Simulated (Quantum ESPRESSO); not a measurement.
A run of Quantum ESPRESSO 7.5:

Contents of pw.in:

```
&CONTROL
  calculation = 'scf'
  prefix = 'pwscf'
  outdir = './tmp'
  pseudo_dir = './pseudo'
  tprnfor = .true.
  disk_io = 'low'
/
&SYSTEM
  ibrav = 0
  celldm(1) = 8
  nat = 2
  ntyp = 2
  ecutwfc = 40
  ecutrho = 200
  nbnd = 15
  occupations = 'smearing'
  smearing = 'mv'
  degauss = 0.00367493
/
&ELECTRONS
  conv_thr = 2d-09
  electron_maxstep = 150
  mixing_beta = 0.3
  mixing_mode = 'local-TF'
  tqr = .true.
/
ATOMIC_SPECIES
Nb    92.9064 nb_pbesol_v1.uspp.F.UPF
As    74.9216 as_pbesol_v1.uspp.F.UPF
CELL_PARAMETERS alat
  0.8531404805389  -0.0000000000000   0.0000000000000
 -0.0000000000000   0.8531404805389   0.0000000000000
  0.0000000000000   0.0000000000000   5.6219352207617
ATOMIC_POSITIONS crystal
Nb     0.0000000000    0.0000000000    0.2941200000
As     0.5000000000    0.5000000000    0.2941200000
K_POINTS automatic
7 7 1 0 0 0
```

The input pp_density.in:

```
&INPUTPP
  prefix = 'pwscf'
  outdir = './tmp'
  filplot = 'density.dat'
  plot_num = 0
/
&PLOT
  nfile = 1
  filepp(1) = 'density.dat'
  iflag = 3
  output_format = 6
  fileout = 'density.cube'
/
```

The input pp_potential.in:

```
&INPUTPP
  prefix = 'pwscf'
  outdir = './tmp'
  filplot = 'potential.dat'
  plot_num = 11
/
&PLOT
  nfile = 1
  filepp(1) = 'potential.dat'
  iflag = 3
  output_format = 6
  fileout = 'potential.cube'
/
```

Potentials or basis: GBRV 1.5 PBEsol.

Command:

```bash
$ OMP_NUM_THREADS=1 mpirun -n 2 pw.x -nk 2 -in pw.in > pw.out
$ OMP_NUM_THREADS=1 mpirun -n 1 pp.x -in pp_density.in > pp_density.out
$ OMP_NUM_THREADS=1 mpirun -n 1 pp.x -in pp_potential.in > pp_potential.out
```

Hardware: 2 MPI ranks on Intel(R) Xeon(R) Processor @ 2.50GHz (Skylake/Cascade Lake), on a shared host.

Problem. Estimate the wall time of this run.

Solution. It took 110 s on 2 MPI ranks on Intel(R) Xeon(R) Processor @ 2.50GHz (Skylake/Cascade Lake) (shared host), peak memory 0.32 GiB a rank. Counts: scf iterations 19, k pools 2, bands 15, k points 10, g dense 100231.
